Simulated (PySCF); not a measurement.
# A diatomic session: NaGa

The task here is to estimate one member of a computed series from the others.

Program: PySCF 2.14.0. Level of theory: Na 6-31G(d,p), Ga 6-31G(d,p), no relativity. These are calculated values, not measurements.

Set-up of the first run:

Settings of the job:

```yaml
atoms: Na, Ga
charge: 0
basis: Na 6-31G(d,p), Ga 6-31G(d,p)
Hamiltonian: no relativity
basis_functions: 50
electrons_treated: 42
masses_in_u: 22.9898, 68.9256
levels: PBE0, PBE, r²SCAN, LDA, B2PLYP, M06, LC-ωPBE, HF, MP2, SCS-MP2, CCSD, CCSD(T)
grid: 80 radial by 434 angular points
occupations: held fixed by the projection of orbital angular momentum
dissociation_limit: Na + Ga, each in its ground configuration
starting_distance_in_angstrom: 2.780
values_of_2S_to_try: 0, 2
```

The run is started by

```
OMP_NUM_THREADS=1 python dia.py task.json out
```

Steps of the session up to this table: Set-up; The PBE0 curve of the state that the search chose; Excited determinants; PBE; r²SCAN (meta-GGA); LDA (local density); B2PLYP (double hybrid); M06 (hybrid meta-GGA); LC-ωPBE (range-separated hybrid); RHF (mean field); MP2 and coupled cluster.

One table of the session follows, with a row left open; its other results are not shown here.

It belongs to the step «The curves together». Energy (eV) from each level's lowest point:

| R (Å) | RHF | RHF-MP2 | RHF-SCS-MP2 | RHF-CCSD | RHF-CCSD(T) |
| --- | --- | --- | --- | --- | --- |
| 2.678 | 0.316 | 0.242 | 0.252 | n/a | n/a |
| 2.803 | 0.161 | 0.110 | 0.117 | 0.114 | 0.113 |
| 2.927 | 0.066 | 0.035 | 0.039 | 0.039 | 0.038 |
| 3.021 | 0.025 | 0.008 | 0.010 | 0.010 | 0.010 |
| 3.114 | 0.004 | 0.000 | 0.000 | 0.000 | 0.000 |
| 3.207 | 0.000 | 0.008 | 0.006 | 0.005 | 0.004 |
| 3.332 | 0.015 | 0.037 | 0.032 | 0.028 | 0.027 |
| 3.488 | ? | ? | ? | ? | ? |
| 3.675 | 0.138 | 0.186 | 0.175 | 0.153 | 0.144 |
| 3.924 | 0.269 | 0.326 | 0.309 | n/a | n/a |

**Question.** Estimate the row for R (Å) = 3.488.

Worked estimate for «RHF». A straight line through the neighbours (3.332, 0.015) and (3.675, 0.138) gives 0.015 + (0.138 − 0.015) × (3.488 − 3.332) / (3.675 − 3.332) = 0.071; a parabola fitted to 4 rows on both sides gives 0.062.

The run gave: RHF: 0.059; RHF-MP2: 0.095; RHF-SCS-MP2: 0.087; RHF-CCSD: 0.077; RHF-CCSD(T): 0.073. In «RHF» the line misses by +0.012 and the parabola by +0.003.

State 2 has its PBE0 minimum 0.14 eV higher. The other levels ran on the lowest alone.
